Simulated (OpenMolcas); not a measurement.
**V²⁺ among point charges: CASSCF levels and susceptibility**

Aim: the splitting of the states of V²⁺ in the field of 4 point charges, its lowest levels with spin-orbit coupling and its magnetic susceptibility.

Program: OpenMolcas 26.06. Level of theory: state-averaged CASSCF, spin-orbit coupling by RASSI with atomic mean-field integrals. These are calculated values, not measurements, unless marked.

1 further run of the same task is left out (set aside as unsound or not needed).

### Step 1. Starting point

```
Species                           : V²⁺ (vanadium, Z = 23, 21 electrons)
Basis                             : ANO-RCC-VDZP [5s4p2d1f], 34 functions
Scalar Hamiltonian                : DKH2, point nucleus
Inactive shells                   : 1s 2s 2p 3s 3p
Active space                      : 3 electrons in 5 orbitals (3d)
Some configurations of this space : 3d3
Orbitals                          : optimised for each spin and parity, averaged over all roots
```

Outer shells as boxes (Hund's rule):

3d3
```
3d [↑ ][↑ ][↑ ][  ][  ]
```

The ion sits among 4 point charges of -2.5 e arranged as a tetrahedron (Td), 2.09 Å from the ion.

The work runs as a chain of OpenMolcas steps in one folder; each step below is one input file. Labels, J, g values, rates, χT and fits are worked out afterwards by a script from the matrices that RASSI stores.

### Step 2. Basis and integrals

File a.inp:

```
&GATEWAY
Coord
1

V 0.0 0.0 0.0
Basis=ANO-RCC-VDZP
Group=NoSym
NoMove
AngMom=0.0 0.0 0.0
AMFI
XField
4 Angstrom 0
1.206662 1.206662 1.206662 -2.500000
1.206662 -1.206662 -1.206662 -2.500000
-1.206662 1.206662 -1.206662 -2.500000
-1.206662 -1.206662 1.206662 -2.500000
&SEWARD
```

On the command line:

```sh
$ OMP_NUM_THREADS=1 MOLCAS_MEM=1689 MOLCAS_PROJECT=a pymolcas a.inp > a.log
```

### Step 3. CASSCF: quartets, 10 roots

File a.inp:

```
&RASSCF
FileOrb=start.orb
Symmetry=1
Spin=4
nActEl=3 0 0
Inactive=9
Ras2=5
CIRoot=10 10 1
SDav=10
CIMx=300
Iter=120 100
PrWF=0.3
OrbListing=Nothing
MaxOrb=0
>>> COPY $Project.JobIph JOB001
```

start.orb holds the contracted functions of the basis, ordered by shell, or the orbitals of the step before.

### Step 4. CASSCF: doublets, 40 roots

File a.inp:

```
&RASSCF
FileOrb=start.orb
Symmetry=1
Spin=2
nActEl=3 0 0
Inactive=9
Ras2=5
CIRoot=40 40 1
SDav=40
CIMx=300
Iter=120 100
PrWF=0.3
OrbListing=Nothing
MaxOrb=0
>>> COPY $Project.JobIph JOB002
```

### Step 5. State interaction with spin-orbit coupling

File a.inp:

```
&RASSI
NrOfJobIphs=2 10 40
1 2 3 4 5 6 7 8 9 10
1 2 3 4 5 6 7 8 9 10 11 12 13 14 15 16 17 18 19 20 21 22 23 24 25 26 27
28 29 30 31 32 33 34 35 36 37 38 39 40
IphNames
JOB001
JOB002
EJob
SpinOrbit
DIPRint=1.0
SOCoupling=1000.0
Subsets=2
Property=9
'ANGMOM' 1 'ANGMOM' 2 'ANGMOM' 3 'MLTPL  1' 1 'MLTPL  1' 2 'MLTPL  1' 3
'AMFI' 1 'AMFI' 2 'AMFI' 3
SOProperty=3
'ANGMOM' 1 'ANGMOM' 2 'ANGMOM' 3
```

What does the calculation give? Wanted: spin-free ground state; first state of the same spin within the active space; lowest level; next level.

As calculated:

| quantity | value |
| --- | --- |
| method | CASSCF |
| spin-free ground state | 4T1, 3-fold in its orbital part |
| first state of the same spin within the active space | 4T2 at 1100 cm⁻¹ |
| lowest level | 4-fold |
| next level | 34.9 cm⁻¹ |
| χT at 300 K | 1.66 cm³ K/mol |
| effective moment at 300 K | 3.65 μB |

What this shows: The spin-free ground state (4T1) comes to 100 % from free-ion F terms and keeps the highest spin of the shell. χT at 300 K is 1.66, against 1.88 cm³ K/mol for the spin alone, so spin-orbit coupling lowers it. A ligand-field fit to the states below 45000 cm-1 gives 10Dq = -1397 cm-1, B = 797 cm-1 and C = 3368 cm-1 (C/B = 4.23), with a deviation of 360 cm-1. The field of point charges can differ much from that of real complexes. This is an electrostatic model: the charges have no orbitals.
